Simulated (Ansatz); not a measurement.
Write a Python script for the Ansatz DFT code, driven from Python that makes a single point in a Gaussian basis of BClFH4NSn, SMILES N[BH][SnH]([F])[Cl]. Settings: r2scan0, def2-SVP basis, multiplicity 1.

Contents of `bclfh4nsn.xyz`:
```text
9

N     1.25970   -0.94730   -1.15920
B     0.32480   -1.02910    0.05920
Sn   -0.93950    0.69490    0.70820
F    -2.07480    1.18700   -0.69510
Cl    0.50220    2.51550    1.17200
H     1.85370   -0.08010   -1.00590
H     0.61500   -0.63670   -1.96300
H     0.34220   -2.02080    0.66190
H    -1.79480    0.27010    2.20480
```

`run_energy.py`:
```python
"""Electronic structure of the BClFH4NSn molecule."""

import logging
import sys

import ansatz
import numpy as np

logging.basicConfig(stream=sys.stdout, format="%(name)s: %(message)s")
logger = logging.getLogger("calc")
logger.setLevel(logging.INFO)


def main() -> None:
    bclfh4nsn = ansatz.Crystal.molecule_from_extxyz("bclfh4nsn.xyz")

    model = (
        bclfh4nsn.calculation()
        .basis(gaussian="def2-SVP")
        .functional("r2scan0")
        .forces()
    )
    res = model.run(threads=1)
    summary = res.report

    for key in ("converged", "free_energy_ev", "reference_energy_ev", "n_frozen", "n_occupied", "n_virtual"):
        logger.info(f"{key:22s} {summary[key]}")

    field = summary["mean_field"]
    print("<S^2> =", round(abs(field["state"]["spin_squared"]), 4), " all-electron relativity setting:", field["relativity"])
    print("passes:", field["passes"])
    if "symmetry" in field:
        print("occupied orbitals by irrep:", field["symmetry"]["occupied"])

    symbols = [site.symbol for site in bclfh4nsn.cartesian_sites]
    forces = np.array(summary["forces_ev_ang"])
    print("largest force", round(float(np.linalg.norm(forces, axis=1).max()), 4), "eV/A, rms", round(float(np.sqrt((forces ** 2).mean())), 4))

    charges = summary["charge_distribution"]
    print("dipole moment", round(4.803205 * float(np.linalg.norm(charges["dipole_moment_e_ang"])), 3), "D")
    print("Mulliken:", [(s, round(q, 3)) for s, q in zip(symbols, charges["mulliken_charges_e"])])


if __name__ == "__main__":
    main()
```

```console
$ python run_energy.py
calc: converged              True
calc: free_energy_ev         -23293.00526191956
calc: reference_energy_ev    -23293.00526191956
calc: n_frozen               0
calc: n_occupied             [32, 32]
calc: n_virtual              [74, 74]
<S^2> = 0.0  all-electron relativity setting: none
passes: {'evaluations': 15, 'products': 14}
occupied orbitals by irrep: [{'A': 32}, {'A': 32}]
largest force 3.5508 eV/A, rms 1.1938
dipole moment 1.764 D
Mulliken: [('N', -0.3), ('B', 0.034), ('Sn', 0.869), ('F', -0.458), ('Cl', -0.336), ('H', 0.153), ('H', 0.154), ('H', -0.0), ('H', -0.115)]
```

The settings weren't tested for convergence. The geometry is a force-field or estimated start, not a minimum of this method, and the basis set is short of its limit. def2 sets replace the cores of elements past krypton by effective core potentials. Finished in 3.6 s on 1 thread of AMD EPYC 9R45 96-Core Processor (Zen 5) (shared host), peak memory 0.33 GiB.

(Lines on the test bed's own set-up are left out of the output.)
